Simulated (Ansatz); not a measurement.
# BFH4O2S: the cost of one run

Program: Ansatz 0.2.0. Level of theory: UHF/def2-SVP. These are calculated values, not measurements.

1 further run of the same task is left out (it didn't finish).

### Step 1. The starting structure

Bond lengths: B1–F2 1.688 Å, B1–O3 1.337 Å, B1–O4 1.345 Å, B1–S6 2.209 Å, O3–H7 0.954 Å, O4–H8 0.956 Å, S6–H9 1.324 Å. Angles: F2–B1–O3 109.7°, F2–B1–O4 107.5°, F2–B1–S6 85.3°, O3–B1–O4 124.9°, O3–B1–S6 115.1°, O4–B1–S6 107.0°, B1–O3–H7 119.9°, B1–O4–H8 115.9°, B1–S6–H9 92.6°.

As a file:

```xyz
9

B    -0.2680   -0.0358    0.3331
F     0.0576    1.5252   -0.2191
O    -1.5901   -0.2214    0.4046
O     0.6024   -0.3036    1.3232
H     0.6055    1.0459   -1.1777
S     0.6719   -0.7021   -1.5511
H    -2.1505    0.0770   -0.3069
H     0.2170   -0.5235    2.1699
H     1.8542   -0.8617   -0.9759
```

### Step 2. Pulling towards end A

Springs on the bonds that form and break draw the guess towards this end; the thresholds are loose.

File input.yaml:

```yaml
crystal:
  periodic: [false, false, false]
  atoms:
    - { symbol: B, position_ang: [-0.268, -0.0358, 0.3331] }
    - { symbol: F, position_ang: [0.0576, 1.5252, -0.2191] }
    - { symbol: O, position_ang: [-1.5901, -0.2214, 0.4046] }
    - { symbol: O, position_ang: [0.6024, -0.3036, 1.3232] }
    - { symbol: H, position_ang: [0.6055, 1.0459, -1.1777] }
    - { symbol: S, position_ang: [0.6719, -0.7021, -1.5511] }
    - { symbol: H, position_ang: [-2.1505, 0.077, -0.3069] }
    - { symbol: H, position_ang: [0.217, -0.5235, 2.1699] }
    - { symbol: H, position_ang: [1.8542, -0.8617, -0.9759] }
magnetization:
  spin_polarized: true
basis:
  gaussian: { orbitals: def2-SVP }
hamiltonian:
  xc: hf
relax:
  f_tol: 0.15
  max_steps: 25
  restrain:
    - { distance: [0, 5], at: 3.19, k: 30.0 }
    - { distance: [4, 1], at: 2.18, k: 30.0 }
    - { distance: [0, 1], at: 1.41, k: 30.0 }
    - { distance: [4, 5], at: 1.36, k: 30.0 }
```

On the command line:

```sh
$ ansatz run input.yaml --threads 2 --pin off --max-ram 3072MiB --backend cpu --events-out ev --progress --plain --runs-dir out
```

**Question.** How long does this run take on 2 threads of Arm Neoverse V1, shared host, and how much memory does it need?

About 15 s, with a peak of 0.23 GiB.
